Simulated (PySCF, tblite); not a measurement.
# Al₂H₁₀O₁₂Si₂, a fragment of a glass network (3-ring with tail): infrared bands, NMR shifts and electronic excitations, part 1 of 2

Wanted: the infrared bands, NMR shifts and electronic excitations for `[OH][Al-]([OH])([OH])[OH+][Al-]1([OH])[O][Si](O)(O)O[Si](O)(O)[OH+]1`. It is drawn as: Al Si Si Al, OH ends, O bridges.

Programs: tblite 0.8.0 and PySCF 2.14.0. All values are calculated, for the isolated system unless a continuum is named. Atoms count from 0, parts from 1.

## 1. Starting point

26 atoms, charge 0, multiplicity 1; geometry: distance geometry start.

## 2. Relaxing the cluster with GFN2-xTB

Job settings and geometry (Å):

```
{"job": {"kind": "relax", "xc": "GFN2-xTB", "basis": "xTB"}, "charge": 0, "multiplicity": 1}
O     -3.093835     0.186102     2.077525
Al    -1.983265    -1.181957     2.693345
O     -1.269974    -0.665358     4.337941
O     -2.995478    -2.749161     2.943750
O     -0.599034    -1.471661     1.493173
Al     0.545540    -0.051413     1.188340
O      1.496918     0.329136     2.752161
O     -0.428489     1.478404     0.685600
Si    -0.004510     2.570605    -0.641377
O      1.003874     3.851986    -0.030212
O     -1.484101     3.262931    -1.313603
O      0.882130     1.671013    -1.899256
Si     1.228508    -0.065325    -1.824177
O      2.552833    -0.406108    -2.967350
O     -0.199648    -0.986430    -2.283919
O      1.759350    -0.472542    -0.186572
H     -3.268203     0.386011     1.137718
H     -0.552280    -0.015983     4.472704
H     -2.759658    -3.622067     2.529636
H     -0.848313    -2.004097     0.679631
H      1.916866     1.194910     2.973348
H      1.030755     4.171962     0.922287
H     -1.632833     3.437614    -2.259803
H      2.583689    -1.174049    -3.580076
H     -0.945488    -1.179262    -1.681302
H      2.224169    -1.329137    -0.090429
```

Method: GFN2-xTB geometry optimisation, gas phase.

On the command line:

```console
OMP_NUM_THREADS=1 python cluster_run.py task.json out
```

This one command runs all jobs of the session in turn.

Standard output:

```text
step      E/eV     max force
  0   -1636.21202    4.077
  1   -1638.16189    2.944
  2   -1640.18832    3.426
  3   -1640.56964    1.560
  4   -1640.87582    1.297
  5   -1641.09793    1.732
  6   -1641.19169    0.817
  7   -1641.33128    0.890
  8   -1641.43525    1.078
  9   -1641.55318    0.805
 10   -1641.59444    0.395
 11   -1641.63544    0.540
 12   -1641.67790    0.647
 13   -1641.71777    0.578
 14   -1641.74945    0.379
 15   -1641.77663    0.366
 16   -1641.80339    0.581
 17   -1641.83011    0.688
 18   -1641.86097    0.452
 19   -1641.87999    0.342
 20   -1641.89481    0.270
 21   -1641.90741    0.397
 22   -1641.92708    0.427
 23   -1641.94291    0.390
 24   -1641.95596    0.267
 25   -1641.96513    0.301
 26   -1641.97738    0.301
 27   -1641.99528    0.298
 28   -1642.01030    0.354
 29   -1642.02289    0.301
 30   -1642.03414    0.437
 31   -1642.04639    0.304
 32   -1642.05762    0.362
 33   -1642.06499    0.254
 34   -1642.07333    0.244
 35   -1642.08537    0.331
 36   -1642.09981    0.415
 37   -1642.10906    0.398
 38   -1642.11936    0.211
 39   -1642.12436    0.196
 40   -1642.13321    0.222
 41   -1642.14273    0.304
 42   -1642.15242    0.224
 43   -1642.16136    0.183
 44   -1642.16964    0.187
 45   -1642.17848    0.234
 46   -1642.18122    0.616
 47   -1642.19248    0.222
 48   -1642.20009    0.320
 49   -1642.20774    0.191
 50   -1642.21849    0.230
 51   -1642.22472    0.193
 52   -1642.23377    0.224
 53   -1642.24262    0.213
 54   -1642.24890    0.252
 55   -1642.25851    0.246
 56   -1642.26854    0.267
 57   -1642.27781    0.286
 58   -1642.28465    0.472
 59   -1642.29326    0.222
 60   -1642.30451    0.158
 61   -1642.31918    0.258
 62   -1642.33591    0.503
 63   -1642.35231    0.527
 64   -1642.38425    0.734
 65   -1642.43116    0.599
 66   -1642.48388    0.682
 67   -1642.55795    0.886
 68   -1642.60377    0.490
 69   -1642.63801    0.869
 70   -1642.66237    0.777
 71   -1642.69588    0.710
 72   -1642.71640    0.258
 73   -1642.74177    0.328
 74   -1642.77120    0.488
 75   -1642.77992    0.504
 76   -1642.80159    0.352
 77   -1642.81597    0.247
 78   -1642.83031    0.280
 79   -1642.84370    0.271
 80   -1642.85757    0.259
 81   -1642.87295    0.281
 82   -1642.88454    0.248
 83   -1642.89530    0.208
 84   -1642.90613    0.332
 85   -1642.91667    0.345
 86   -1642.92571    0.256
 87   -1642.93213    0.180
 88   -1642.93672    0.131
 89   -1642.93976    0.127
 90   -1642.94268    0.096
 91   -1642.94611    0.143
 92   -1642.94903    0.154
 93   -1642.95143    0.148
 94   -1642.95406    0.126
 95   -1642.95734    0.109
 96   -1642.96012    0.162
 97   -1642.96373    0.153
 98   -1642.96783    0.196
 99   -1642.97212    0.193
100   -1642.97603    0.167
101   -1642.98023    0.148
102   -1642.98530    0.154
103   -1642.99136    0.164
104   -1642.99633    0.194
105   -1642.99926    0.199
106   -1643.00250    0.140
107   -1643.00591    0.185
108   -1643.01167    0.189
109   -1643.01641    0.209
110   -1643.02236    0.186
111   -1643.02869    0.187
112   -1643.03621    0.188
113   -1643.04234    0.184
114   -1643.04617    0.217
115   -1643.04838    0.205
116   -1643.05106    0.171
117   -1643.05393    0.099
118   -1643.05724    0.116
119   -1643.06013    0.129
120   -1643.06285    0.102
121   -1643.06594    0.123
122   -1643.06923    0.136
123   -1643.07214    0.158
124   -1643.07387    0.115
125   -1643.07491    0.070
126   -1643.07594    0.094
127   -1643.07700    0.132
128   -1643.07806    0.097
129   -1643.07910    0.075
130   -1643.08005    0.059
131   -1643.08081    0.063
132   -1643.08139    0.060
133   -1643.08183    0.051
134   -1643.08221    0.040
135   -1643.08262    0.045
136   -1643.08302    0.061
137   -1643.08340    0.060
138   -1643.08376    0.041
139   -1643.08407    0.040
140   -1643.08434    0.045
141   -1643.08457    0.036
142   -1643.08477    0.034
143   -1643.08497    0.030
144   -1643.08518    0.037
145   -1643.08538    0.035
146   -1643.08556    0.028
147   -1643.08575    0.032
148   -1643.08597    0.044
149   -1643.08621    0.051
150   -1643.08644    0.040
151   -1643.08663    0.031
152   -1643.08678    0.030
153   -1643.08691    0.028
154   -1643.08701    0.039
155   -1643.08711    0.021
156   -1643.08721    0.019
157   -1643.08731    0.021
158   -1643.08740    0.024
159   -1643.08750    0.023
160   -1643.08760    0.022
161   -1643.08769    0.020
162   -1643.08775    0.023
163   -1643.08782    0.027
164   -1643.08790    0.024
165   -1643.08798    0.017
166   -1643.08806    0.015
167   -1643.08812    0.021
168   -1643.08819    0.026
169   -1643.08827    0.029
170   -1643.08837    0.025
171   -1643.08847    0.020
172   -1643.08857    0.021
173   -1643.08865    0.019
174   -1643.08873    0.020
175   -1643.08881    0.018
176   -1643.08888    0.025
177   -1643.08896    0.019
178   -1643.08903    0.023
179   -1643.08908    0.021
180   -1643.08914    0.022
181   -1643.08921    0.021
182   -1643.08928    0.015
183   -1643.08932    0.013
184   -1643.08935    0.012
185   -1643.08938    0.014
186   -1643.08941    0.013
187   -1643.08944    0.012
188   -1643.08946    0.010
189   -1643.08948    0.009
190   -1643.08949    0.010
191   -1643.08952    0.012
192   -1643.08955    0.014
193   -1643.08958    0.012
194   -1643.08960    0.010
195   -1643.08962    0.011
196   -1643.08964    0.010
197   -1643.08967    0.011
198   -1643.08968    0.012
199   -1643.08970    0.011
200   -1643.08972    0.010
201   -1643.08972    0.010
202   -1643.09044    0.016
203   -1643.09078    0.048
204   -1643.09100    0.014
205   -1643.09120    0.023
206   -1643.09151    0.102
207   -1643.09213    0.100
208   -1643.09326    0.133
209   -1643.09457    0.122
210   -1643.09598    0.230
211   -1643.08926    0.509
212   -1643.09858    0.442
213   -1643.10022    0.307
214   -1643.10489    0.108
215   -1643.10648    0.403
216   -1643.10428    0.553
217   -1643.10760    0.368
218   -1643.09475    0.802
219   -1643.11208    0.122
220   -1643.11174    0.155
221   -1643.11369    0.098
222   -1643.11371    0.170
223   -1643.11474    0.060
224   -1643.11431    0.153
225   -1643.11525    0.143
226   -1643.11175    0.377
227   -1643.11553    0.088
228   -1643.11338    0.269
229   -1643.11557    0.114
230   -1643.11100    0.407
231   -1643.11603    0.046
232   -1643.11589    0.133
233   -1643.11630    0.047
234   -1643.11641    0.055
235   -1643.11674    0.049
236   -1643.11756    0.116
237   -1643.11864    0.184
238   -1643.12019    0.278
239   -1643.12483    0.366
240   -1643.12515    0.453
241   -1643.11567    0.549
242   -1643.12243    0.715
243   -1643.12399    0.509
244   -1643.13258    0.324
245   -1643.12976    0.346
246   -1643.13647    0.285
247   -1643.12930    0.573
248   -1643.14035    0.146
249   -1643.13922    0.232
250   -1643.14167    0.203
251   -1643.13950    0.319
252   -1643.14298    0.115
253   -1643.14185    0.218
254   -1643.14388    0.064
255   -1643.14392    0.106
256   -1643.14449    0.062
257   -1643.14463    0.082
258   -1643.14488    0.039
259   -1643.14488    0.051
260   -1643.14497    0.021
261   -1643.14497    0.012
262   -1643.14500    0.019
263   -1643.14502    0.020
264   -1643.14504    0.027
265   -1643.14505    0.017
266   -1643.14507    0.010
267   -1643.14509    0.009
268   -1643.14510    0.011
269   -1643.14512    0.009
270   -1643.14513    0.013
271   -1643.14514    0.009
272   -1643.14515    0.008
273   -1643.14516    0.007
```

It took 93 s on 1 thread of Intel Xeon at 2.50GHz, shared host.

The steps of the relaxation:

| step | energy from step 0 (eV) | largest force (eV/Å) |
| --- | --- | --- |
| 0 | 0.0000 | 4.0772 |
| 11 | -5.4234 | 0.5400 |
| 22 | -5.7151 | 0.4263 |
| 33 | -5.8530 | 0.2535 |
| 44 | -5.9576 | 0.1877 |
| 55 | -6.0465 | 0.2460 |
| 66 | -6.2719 | 0.6821 |
| 77 | -6.6040 | 0.2470 |
| 88 | -6.7247 | 0.1304 |
| 99 | -6.7601 | 0.1930 |
| 110 | -6.8103 | 0.1860 |
| 121 | -6.8539 | 0.1224 |
| 132 | -6.8694 | 0.0603 |
| 143 | -6.8730 | 0.0300 |
| 154 | -6.8750 | 0.0396 |
| 165 | -6.8760 | 0.0168 |
| 176 | -6.8769 | 0.0249 |
| 187 | -6.8774 | 0.0122 |
| 198 | -6.8777 | 0.0117 |
| 209 | -6.8826 | 0.1220 |
| 220 | -6.8997 | 0.1548 |
| 231 | -6.9040 | 0.0460 |
| 242 | -6.9104 | 0.7153 |
| 253 | -6.9298 | 0.2180 |
| 264 | -6.9330 | 0.0261 |
| 273 | -6.9331 | 0.0071 |

Distances of close pairs at the start and the end, largest changes first:

| bond | before (Å) | after (Å) | change (Å) |
| --- | --- | --- | --- |
| O2–Al5 | 3.687 | 1.922 | -1.765 |
| Al1–Al5 | 3.152 | 2.694 | -0.458 |
| Al1–O3 | 1.882 | 1.640 | -0.242 |
| Al5–O6 | 1.870 | 1.655 | -0.215 |
| Al5–O15 | 1.882 | 2.089 | +0.207 |
| O7–Si8 | 1.770 | 1.584 | -0.187 |
| O0–Al1 | 1.867 | 1.693 | -0.174 |
| Si12–O13 | 1.782 | 1.616 | -0.166 |

Bonds that formed: O2–Al5.

## 3. Harmonic vibrations: GFN2-xTB

Job settings and geometry (Å):

```
{"job": {"kind": "ir", "xc": "GFN2-xTB", "basis": "xTB"}, "charge": 0, "multiplicity": 1}
O     -2.267923    -0.599607    -0.061499
Al    -1.627062    -1.414121     1.277169
O     -0.722911    -0.371397     2.406815
O     -2.448915    -2.621865     2.022497
O      0.040445    -1.896398     0.760277
Al     0.831414    -0.311614     1.278388
O      2.235570    -0.408968     2.148202
O      0.427766     1.288609     0.727940
Si     0.016088     2.139747    -0.542384
O      0.476988     3.694508    -0.507833
O     -1.601071     2.134246    -0.736646
O      0.710980     1.444725    -1.865233
Si     0.975554    -0.141097    -1.915763
O      2.038396    -0.491609    -3.081368
O     -0.356060    -1.021889    -2.035226
O      1.810936    -0.594159    -0.544669
H     -2.309370     0.322580    -0.295836
H     -0.947753     0.241235     3.098869
H     -3.126102    -3.257481     2.168228
H      0.367553    -2.561769     0.161521
H      2.652176    -0.631157     2.963528
H      1.400744     3.887867    -0.383425
H     -1.974087     2.860487    -1.229486
H      1.745509    -0.448322    -3.984418
H     -1.067782    -0.937361    -1.364000
H      2.718916    -0.305190    -0.465649
```

Method: GFN2-xTB harmonic vibrations, gas phase.

Standard output:

```text
mode    cm-1     km/mol
  1      57.5      0.80
  2      66.2      0.54
  3      83.5      1.35
  4      93.5     31.24
  5      95.4      2.62
  6     112.3     60.53
  7     124.5     18.06
  8     130.3      6.76
  9     147.7     24.87
 10     151.1      1.01
 11     167.1      4.99
 12     177.3     38.38
 13     183.3     16.50
 14     194.5     20.23
 15     197.3      7.29
 16     203.2     15.02
 17     219.5      3.87
 18     220.4      6.73
 19     233.5     25.16
 20     245.7    118.02
 21     257.0     13.07
 22     263.4    145.97
 23     267.9     35.33
 24     275.5    109.48
 25     281.9     22.96
 26     301.6     27.39
 27     308.1      3.32
 28     313.7     57.17
 29     328.5     87.51
 30     333.5      2.55
 31     355.3     70.42
 32     359.5    150.12
 33     373.5     55.42
 34     393.5     49.51
 35     418.2    131.58
 36     427.3     75.42
 37     455.0    224.59
 38     462.8     90.80
 39     483.2     71.58
 40     520.7    101.76
 41     563.8    126.44
 42     595.1     99.77
 43     614.4    302.85
 44     696.2     93.59
 45     709.5    113.30
 46     731.3     37.15
 47     746.5    110.92
 48     773.3    157.53
 49     780.0    276.18
 50     831.0    306.99
 51     841.2    285.63
 52     847.9     98.61
 53     861.0     71.59
 54     871.9    120.33
 55     897.6    214.20
 56     905.9    151.65
 57     924.4    299.46
 58     936.8    356.21
 59     989.8    256.05
 60    1021.8    311.76
 61    1030.8    647.48
 62    1111.4    783.09
 63    3062.2    930.54
 64    3600.4     49.18
 65    3650.3     27.76
 66    3656.1    169.57
 67    3679.4     28.59
 68    3682.0     30.53
 69    3705.0     34.13
 70    3727.8     43.65
 71    3840.9     15.28
 72    3866.7     16.98
```

Wall time 17 s (1 thread of Intel Xeon at 2.50GHz, shared host); peak memory 0.18 GiB.

The strongest bands and the atoms that carry them:

| cm⁻¹ | km/mol | atoms |
| --- | --- | --- |
| 831 | 307.0 | O10 28 %, H21 15 %, H23 14 %, O9 11 % |
| 937 | 356.2 | Si8 39 %, O9 27 %, O10 16 % |
| 1022 | 311.8 | H24 35 %, Si12 33 %, O13 13 %, O14 11 % |
| 1031 | 647.5 | Si12 32 %, O11 26 %, O14 24 % |
| 1111 | 783.1 | O7 58 %, Si8 30 % |
| 3062 | 930.5 | H24 93 % |

## 4. NMR shieldings: PBE0/pcSseg-1

Same as in step 3 but for these lines:

```diff
@@ -1,2 +1,2 @@
-{"job": {"kind": "ir", "xc": "GFN2-xTB", "basis": "xTB"}, "charge": 0, "multiplicity": 1}
+{"job": {"kind": "nmr", "xc": "PBE0", "basis": "pcSseg-1"}, "charge": 0, "multiplicity": 1}
 O     -2.267923    -0.599607    -0.061499
```

Method: GIAO PBE0/pcSseg-1 NMR shielding, non-relativistic, gas phase.

Standard output:

```text
coarse grid: 25728 points
cycle   1  E = -1970.8165389315  dE =  3.215e+00  |g| = 2.232e+00  |ddm| = 5.177e+00
cycle   2  E = -1970.0962061837  dE =  7.203e-01  |g| = 3.007e+00  |ddm| = 3.649e+00
cycle   3  E = -1971.6497134652  dE = -1.554e+00  |g| = 1.913e-01  |ddm| = 2.474e+00
cycle   4  E = -1971.6545632903  dE = -4.850e-03  |g| = 1.011e-01  |ddm| = 1.861e-01
cycle   5  E = -1971.6562072770  dE = -1.644e-03  |g| = 1.380e-02  |ddm| = 6.179e-02
cycle   6  E = -1971.6562338023  dE = -2.653e-05  |g| = 6.499e-03  |ddm| = 1.251e-02
cycle   7  E = -1971.6562405644  dE = -6.762e-06  |g| = 1.448e-03  |ddm| = 4.522e-03
final grid: 235848 points
cycle   8  E = -1971.8655972725  dE = -8.100e-05  |g| = 1.591e-02  |ddm| = 3.652e-02
cycle   9  E = -1971.8655644733  dE =  3.280e-05  |g| = 2.130e-02  |ddm| = 2.231e-02
cycle  10  E = -1971.8656371689  dE = -7.270e-05  |g| = 1.059e-03  |ddm| = 1.320e-02
cycle  11  E = -1971.8656373208  dE = -1.519e-07  |g| = 4.910e-04  |ddm| = 9.904e-04
cycle  12  E = -1971.8656373600  dE = -3.915e-08  |g| = 8.818e-05  |ddm| = 3.441e-04
cycle  13  E = -1971.8656373614  dE = -1.389e-09  |g| = 2.472e-05  |ddm| = 9.378e-05
cycle  14  E = -1971.8656373614  dE = -8.095e-11  |g| = 1.182e-05  |ddm| = 2.200e-05
converged SCF energy = -1971.8656373614

GIAO shielding tensors (ppm)
atom      isotropic    diamagn.    paramagn.     s11        s22        s33       span
  0 O      301.861     396.152     -94.291    277.084    301.357    327.141     50.057
  1 Al     516.717     796.927    -280.210    467.447    507.201    575.504    108.057
  2 O      291.667     396.216    -104.549    261.518    288.346    325.137     63.619
  3 O      337.663     385.189     -47.526    315.556    318.018    379.415     63.859
  4 O      278.800     399.265    -120.465    250.654    282.794    302.952     52.298
  5 Al     538.826     795.990    -257.164    467.157    539.000    610.322    143.165
  6 O      332.394     387.203     -54.809    307.378    315.373    374.429     67.051
  7 O      240.109     408.378    -168.269    214.068    230.804    275.456     61.388
  8 Si     432.124     885.457    -453.333    401.090    438.159    457.125     56.035
  9 O      288.712     386.530     -97.819    266.020    270.548    329.568     63.548
 10 O      288.534     392.146    -103.613    260.466    282.340    322.795     62.328
 11 O      218.616     404.660    -186.044    192.099    216.638    247.110     55.011
 12 Si     425.476     885.468    -459.992    388.307    436.482    451.638     63.331
 13 O      295.550     385.373     -89.823    269.673    280.737    336.241     66.568
 14 O      264.329     397.372    -133.043    243.736    250.693    298.558     54.821
 15 O      258.176     403.258    -145.082    233.106    262.635    278.786     45.681
 16 H       28.344      35.161      -6.817     17.113     22.275     45.643     28.530
 17 H       29.866      33.680      -3.814     21.360     23.081     45.158     23.798
 18 H       29.954      31.333      -1.380     20.679     20.953     48.229     27.550
 19 H       29.543      35.698      -6.155     21.504     24.952     42.173     20.669
 20 H       30.251      32.103      -1.852     20.826     21.634     48.292     27.466
 21 H       29.850      31.696      -1.845     21.086     24.695     43.770     22.684
 22 H       29.737      30.080      -0.343     20.724     23.515     44.973     24.249
 23 H       29.840      29.359       0.481     20.987     23.375     45.160     24.173
 24 H       24.329      35.707     -11.379     12.371     15.740     44.874     32.503
 25 H       28.963      34.018      -5.054     20.099     25.318     41.473     21.373
```

It took 7.7 min on 1 thread of Intel Xeon at 2.50GHz, shared host; peak memory 2.2 GiB.

The references, computed at this level on geometries of the same kind, shield at (ppm): ¹H TMS 31.72, ²⁹Si TMS 349.2, ¹⁷O H2O 336.1, ²⁷Al AlH4- 490.0. Their shielding less the atom's gives the shift. The references are single molecules in the gas phase, so shifts against H2O, NH3, PH3, H3PO4 or CFCl3 are not on the usual liquid scales and can be off by tens of ppm. Shifts against hydride references such as AlH4− lie on their own scale.

| atoms | environment | σ (ppm) | δ (ppm) |
| --- | --- | --- | --- |
| H24 | hydrogen on an oxygen bonded to Si | 24.33 | 7.39 |
| H16 | hydrogen on an oxygen bonded to Al | 28.34 | 3.37 |
| H25 | hydrogen on an oxygen bonded to Al, Si | 28.96 | 2.75 |
| H19 | hydrogen on an oxygen bonded to 2 Al | 29.54 | 2.17 |
| H22 | hydrogen on an oxygen bonded to Si | 29.74 | 1.98 |
| H23 | hydrogen on an oxygen bonded to Si | 29.84 | 1.88 |
| H21 | hydrogen on an oxygen bonded to Si | 29.85 | 1.87 |
| H17 | hydrogen on an oxygen bonded to 2 Al | 29.87 | 1.85 |
| H18 | hydrogen on an oxygen bonded to Al | 29.95 | 1.76 |
| H20 | hydrogen on an oxygen bonded to Al | 30.25 | 1.47 |
| O11 | oxygen bonded to 2 Si | 218.6 | 117.5 |
| O7 | oxygen bonded to Al, Si | 240.1 | 96.0 |
| O15 | oxygen bonded to Al, Si, H | 258.2 | 77.9 |
| O14 | oxygen bonded to Si, H | 264.3 | 71.8 |
| O4 | oxygen bonded to 2 Al, H | 278.8 | 57.3 |
| O10 | oxygen bonded to Si, H | 288.5 | 47.5 |
| O9 | oxygen bonded to Si, H | 288.7 | 47.4 |
| O2 | oxygen bonded to 2 Al, H | 291.7 | 44.4 |
| O13 | oxygen bonded to Si, H | 295.6 | 40.5 |
| O0 | oxygen bonded to Al, H | 301.9 | 34.2 |
| O6 | oxygen bonded to Al, H | 332.4 | 3.7 |
| O3 | oxygen bonded to Al, H | 337.7 | -1.6 |
| Al1 |  | 516.7 | -26.8 |
| Al5 |  | 538.8 | -48.9 |
| Si12 | silicon bonded to 4 O | 425.5 | -76.3 |
| Si8 | silicon bonded to 4 O | 432.1 | -83.0 |

Charges from the same density, by scheme (e):

| atoms | Mulliken | IAO | Hirshfeld | ESP fit |
| --- | --- | --- | --- | --- |
| O0 | -0.71 | -0.83 | -0.36 | -1.01 |
| Al1 | 1.28 | 1.32 | 0.55 | 1.45 |
| O2 | -0.69 | -0.77 | -0.29 | -0.91 |
| O3 | -0.64 | -0.83 | -0.41 | -1.01 |
| O4 | -0.70 | -0.78 | -0.27 | -0.86 |
| Al5 | 1.30 | 1.27 | 0.50 | 1.31 |
| O6 | -0.65 | -0.84 | -0.41 | -1.00 |
| O7 | -0.81 | -0.91 | -0.39 | -0.81 |
| Si8 | 1.28 | 1.70 | 0.54 | 1.31 |
| O9 | -0.54 | -0.79 | -0.32 | -0.77 |
| O10 | -0.58 | -0.79 | -0.27 | -0.82 |
| O11 | -0.72 | -0.89 | -0.33 | -0.75 |
| Si12 | 1.31 | 1.71 | 0.56 | 1.32 |
| O13 | -0.53 | -0.79 | -0.31 | -0.78 |
| O14 | -0.57 | -0.80 | -0.31 | -0.81 |
| O15 | -0.64 | -0.73 | -0.22 | -0.76 |

Mayer bond orders: O0–Al1 0.78, Al1–O2 0.55, Al1–O3 0.98, Al1–O4 0.48, O4–Al5 0.45, Al5–O6 0.99, Al5–O7 0.66, O7–Si8 1.10, Si8–O9 1.10, Si8–O10 0.97, Si8–O11 0.88, O11–Si12 1.00, Si12–O13 1.11, Si12–O14 1.13, Si12–O15 0.76, O15–Al5 0.24, O2–Al5 0.39.

Ring of atoms Al1, O2, O4, Al5: NICS(0) -9.2, NICS(1) -3.0, NICS(1)zz -2.3 ppm (means of both faces).

Ring of atoms Al5, O7, Si8, O11, Si12, O15: NICS(0) -3.6, NICS(1) -1.9, NICS(1)zz 1.5 ppm (means of both faces).

(Continued in part 2 of 2.)
